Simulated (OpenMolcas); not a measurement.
# Multireference states of TaF

Aim: the low electronic states of TaF, first without spin–orbit coupling and then as Ω levels, at one distance and along the bond.

Method: SA-CASSCF(10,9), XMS-CASPT2, RASSI; ANO-RCC-VDZP; program: OpenMolcas 26.06.

All values are calculated.

**1. The job**

C2 symmetry about the axis (a holds Σ, Δ, Γ; b holds Π, Φ, H; Σ⁺ and Σ⁻ are not told apart); roots by multiplicity and irrep: 7b 8, 7a 7.

Active shells: Ta 6s 5d, F 2p.

The input, m.inp:

```
&GATEWAY
Coord
2
angstrom
Ta 0.0 0.0 0.0
F 0.0 0.0 1.8750
Basis=ANO-RCC-VDZP
Group=XY
RX2C
AMFI
ANGMom
0.0 0.0 0.0
RICD
&SEWARD
&GUESSORB
&RASSCF
FileOrb=$CurrDir/o72.orb
Symmetry=2
Spin=7
nActEl=10 0 0
Inactive=20 16
RAS2=5 4
CIRoot=8 8 1
Linear
Iterations=120 100
OrbListing=Nothing
PRWF=0.15
>>COPY $Project.RasOrb $CurrDir/o72.orb
>>COPY $Project.rasscf.h5 $CurrDir/r72.h5
&CASPT2
XMultistate=all
Imaginary=0.2
IPEA=0.25
MaxIter=40
>>COPY $Project.JobMix JOB001
&RASSCF
FileOrb=$CurrDir/o71.orb
Symmetry=1
Spin=7
nActEl=10 0 0
Inactive=20 16
RAS2=5 4
CIRoot=7 7 1
Linear
Iterations=120 100
OrbListing=Nothing
PRWF=0.15
>>COPY $Project.RasOrb $CurrDir/o71.orb
>>COPY $Project.rasscf.h5 $CurrDir/r71.h5
&CASPT2
XMultistate=all
Imaginary=0.2
IPEA=0.25
MaxIter=40
>>COPY $Project.JobMix JOB002
&RASSI
Nr of JobIphs=2 8 7
1 2 3 4 5 6 7 8
1 2 3 4 5 6 7
SpinOrbit
EJob
Omega
MEES
MESO
Properties=4
'AngMom' 3 'Mltpl  1' 1 'Mltpl  1' 2 'Mltpl  1' 3
Thrs=1.0d-4
>>COPY $Project.rassi.h5 $CurrDir/so.h5
```

Each module block was a call of its own in one work directory; start orbitals came from a preliminary run.

Launch:

```sh
> pymolcas m.inp
```

**2. The spin-free blocks**

The runs that follow: From Λ–S states to Ω levels.

Before running it: what results should come out? Wanted: lowest spin-free state; next spin-free state; lowest level; next level; lowering by spin–orbit coupling.

**Answer**, as computed:

| quantity | value |
| --- | --- |
| lowest spin-free state | (1)7Π |
| next spin-free state | (1)7Σ, 0.602 eV |
| lowest level | Ω = 3, 98 % (1)7Π |
| next level | Ω = 2, 4 cm⁻¹ |
| lowering by spin–orbit coupling | 260 cm⁻¹ |

**Reading.** At 1.875 Å the lowest computed level has Ω = 3 and is 98 % (1)7Π. The levels that stem mainly from (1)7Π spread over 389 cm⁻¹. Only the spin multiplicities and numbers of roots in the input were computed, so the list of states is not complete and the lowest one found need not be the ground state; labels number the states computed. For d and f metals this valence active space lacks a second d shell: the order of states is not reliable within half an eV or more, and the lowest computed state need not be the true ground state.
